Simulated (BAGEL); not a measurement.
# HF/6-31G(d) (density fitting with qzvpp-jkfit, spherical functions) run of CH3ClF2Si (SMILES C[Si](F)(F)Cl)

Aim: the energy change on altering one bond length of CH3ClF2Si at HF/6-31G* (density fitting with qzvpp-jkfit, spherical functions), from 2 runs. 

Program for the calculation: BAGEL 1.2.2.

5 further runs of the same task are left out: 3 that didn't finish, 2 set aside as unsound or not needed.

**1. The system as given**

CH3ClF2Si has 8 atoms, charge 0, and is taken as a singlet. As SMILES, `C[Si](F)(F)Cl`. The shape is that of a PBE0-D4/def2-TZVP optimisation.

Bond lengths: C1–Si2 1.832 Å, Si2–F3 1.582 Å, Si2–F4 1.582 Å, Si2–Cl5 2.029 Å, C1–H6 1.092 Å, C1–H7 1.092 Å, C1–H8 1.091 Å. Some angles: C1–Si2–F3 111.0°, C1–Si2–F4 111.0°, C1–Si2–Cl5 112.6°, F3–Si2–F4 106.6°, F3–Si2–Cl5 107.7°, F4–Si2–Cl5 107.8°, Si2–C1–H6 110.1°, Si2–C1–H7 110.4°, Si2–C1–H8 110.4°, H6–C1–H7 108.6°.

**2. A single-point energy at HF/6-31G(d) (density fitting with qzvpp-jkfit, spherical functions)**

job.json

```json
{ "bagel": [

{
  "title": "molecule",
  "basis": "6-31gs.json",
  "df_basis": "qzvpp-jkfit",
  "angstrom": true,
  "geometry": [
    { "atom": "C", "xyz": [   -0.808500,   -0.299000,    0.512200 ] },
    { "atom": "Si", "xyz": [    0.690600,    0.151400,   -0.439200 ] },
    { "atom": "F", "xyz": [    1.987000,   -0.472300,    0.219100 ] },
    { "atom": "F", "xyz": [    0.616200,   -0.415600,   -1.914200 ] },
    { "atom": "Cl", "xyz": [    0.963100,    2.158500,   -0.560900 ] },
    { "atom": "H", "xyz": [   -0.917100,   -1.385400,    0.549800 ] },
    { "atom": "H", "xyz": [   -0.740200,    0.080400,    1.533400 ] },
    { "atom": "H", "xyz": [   -1.698800,    0.124800,    0.044100 ] }
  ]
},
{ "title": "hf" },
{ "title": "print", "file": "orbitals.molden", "orbitals": true }

]}
```

The basis set 6-31G* is read from a file made from the Basis Set Exchange's data (not shown).

Run with:

```
$ BAGEL_NUM_THREADS=1 BAGEL job.json > job.out
```

Log:

```text
* using 1 threads per process

  ===============================================================
  ===============================================================

  *** Geometry ***

  { "atom" : "C", "xyz" : [     -1.527844,     -0.565028,      0.967918 ] },
  { "atom" : "Si", "xyz" : [      1.305045,      0.286105,     -0.829968 ] },
  { "atom" : "F", "xyz" : [      3.754886,     -0.892518,      0.414039 ] },
  { "atom" : "F", "xyz" : [      1.164449,     -0.785370,     -3.617314 ] },
  { "atom" : "Cl", "xyz" : [      1.819995,      4.078974,     -1.059947 ] },
  { "atom" : "H", "xyz" : [     -1.733068,     -2.618027,      1.038971 ] },
  { "atom" : "H", "xyz" : [     -1.398775,      0.151934,      2.897706 ] },
  { "atom" : "H", "xyz" : [     -3.210267,      0.235838,      0.083337 ] },

  Number of auxiliary basis functions:      539

  Since a DF basis is specified, we compute 2- and 3-index integrals:
    o Being stored without compression. Storage requirement is 0.030 GB

  Number of basis functions:       84
  Number of electrons      :       58

    * METHOD: MOLECULE                             0.46

  *** RHF ***

  === Nuclear Repulsion ===
   314.8409167045

      * DIIS with orbital gradients will be used.

  === RHF iteration (6-31gs.json) ===
      0       -986.86484445          0.02001644           0.13
      1       -987.02205333          0.01200843           0.13
      2       -987.09231029          0.00114264           0.12
      3       -987.09331538          0.00033421           0.11
      4       -987.09340414          0.00005094           0.11
      5       -987.09340727          0.00001099           0.11
      6       -987.09340743          0.00000363           0.11
      7       -987.09340745          0.00000095           0.12
      8       -987.09340745          0.00000024           0.12
      9       -987.09340745          0.00000008           0.12
     10       -987.09340745          0.00000002           0.12
     11       -987.09340745          0.00000001           0.12
    * SCF iteration converged.

    * Permanent dipole moment:
           (    0.804780,     0.281084,    -0.509371) a.u.

    * METHOD: HF                                   1.70

    * METHOD: PRINT                                0.02

  ===============================================================
```

Wall time 2.4 s (1 thread of Intel Xeon Platinum 8259CL at 2.50GHz (Skylake/Cascade Lake), shared host); peak memory 0.14 GiB.

**3. The distorted shape**

input.json

```json
{ "bagel" : [

{
  "title" : "molecule",
  "basis" : "6-31gs.json",
  "df_basis" : "qzvpp-jkfit",
  "angstrom" : "true",
  "geometry" : [
    { "atom" : "C", "xyz" : [      -0.828990,      -0.412819,       0.205841 ] },
    { "atom" : "Si", "xyz" : [       0.670110,       0.037581,      -0.745559 ] },
    { "atom" : "F", "xyz" : [       1.966510,      -0.586119,      -0.087259 ] },
    { "atom" : "F", "xyz" : [       0.595710,      -0.529419,      -2.220559 ] },
    { "atom" : "Cl", "xyz" : [       0.942610,       2.044681,      -0.867259 ] },
    { "atom" : "H", "xyz" : [      -0.937590,      -1.499219,       0.243441 ] },
    { "atom" : "H", "xyz" : [      -0.740200,       0.080400,       1.533400 ] },
    { "atom" : "H", "xyz" : [      -1.719290,       0.010981,      -0.262259 ] }
  ]
},

{
  "title" : "hf"
},

{
  "title" : "print",
  "file" : "orbitals.molden",
  "orbitals" : "true"
}

]}
```

The basis set 6-31G* is read from a file made from the Basis Set Exchange's data (not shown).

Run with:

```
$ BAGEL_NUM_THREADS=1 BAGEL input.json > input.out
```

Log:

```text
* using 1 threads per process

  ===============================================================
  ===============================================================

  *** Geometry ***

  { "atom" : "C", "xyz" : [     -1.566564,     -0.780115,      0.388983 ] },
  { "atom" : "Si", "xyz" : [      1.266324,      0.071018,     -1.408902 ] },
  { "atom" : "F", "xyz" : [      3.716165,     -1.107604,     -0.164896 ] },
  { "atom" : "F", "xyz" : [      1.125729,     -1.000457,     -4.196248 ] },
  { "atom" : "Cl", "xyz" : [      1.781275,      3.863887,     -1.638882 ] },
  { "atom" : "H", "xyz" : [     -1.771788,     -2.833113,      0.460037 ] },
  { "atom" : "H", "xyz" : [     -1.398775,      0.151934,      2.897706 ] },
  { "atom" : "H", "xyz" : [     -3.248987,      0.020751,     -0.495598 ] },

  Number of auxiliary basis functions:      539

  Since a DF basis is specified, we compute 2- and 3-index integrals:
    o Being stored without compression. Storage requirement is 0.030 GB

  Number of basis functions:       84
  Number of electrons      :       58

    * METHOD: MOLECULE                             0.57

  *** RHF ***

  === Nuclear Repulsion ===
   313.5599790674

      * DIIS with orbital gradients will be used.

  === RHF iteration (6-31gs.json) ===
      0       -986.82296165          0.01988232           0.12
      1       -986.97902757          0.01199471           0.11
      2       -987.04954096          0.00116655           0.11
      3       -987.05067983          0.00034503           0.11
      4       -987.05077751          0.00006118           0.11
      5       -987.05078263          0.00001710           0.11
      6       -987.05078303          0.00000625           0.11
      7       -987.05078309          0.00000131           0.11
      8       -987.05078309          0.00000031           0.16
      9       -987.05078309          0.00000012           0.13
     10       -987.05078309          0.00000004           0.13
     11       -987.05078309          0.00000001           0.11
     12       -987.05078309          0.00000000           0.11
    * SCF iteration converged.

    * Permanent dipole moment:
           (    0.813550,     0.309278,    -0.431949) a.u.

    * METHOD: HF                                   1.83

    * METHOD: PRINT                                0.01

  ===============================================================
```

It took 2.7 s on 1 thread of Intel Xeon Platinum 8259CL at 2.50GHz (Skylake/Cascade Lake), shared host; peak memory 0.14 GiB.

**4. Outcome**

Level: HF/6-31G* (density fitting with qzvpp-jkfit, spherical functions).

| quantity | value |
| --- | --- |
| first shape: total energy | -987.09341 Eh |
| first shape: dipole moment | 2.52 D |
| first shape: HOMO energy | -13.00 eV |
| first shape: LUMO energy | 5.02 eV |
| first shape: HOMO–LUMO gap | 18.03 eV |
| distorted shape: total energy | -987.05078 Eh |
| distorted shape: dipole moment | 2.47 D |
| distorted shape: HOMO energy | -13.03 eV |
| distorted shape: LUMO energy | 4.04 eV |
| distorted shape: HOMO–LUMO gap | 17.07 eV |
| energy change with the C1–H7 bond stretched from 1.092 to 1.419 Å | 1.160 eV |

With the C1–H7 bond stretched from 1.092 to 1.419 Å the energy rises by 1.16 eV (27 kcal/mol). The first shape isn't relaxed at this level, so the change isn't measured from a minimum.
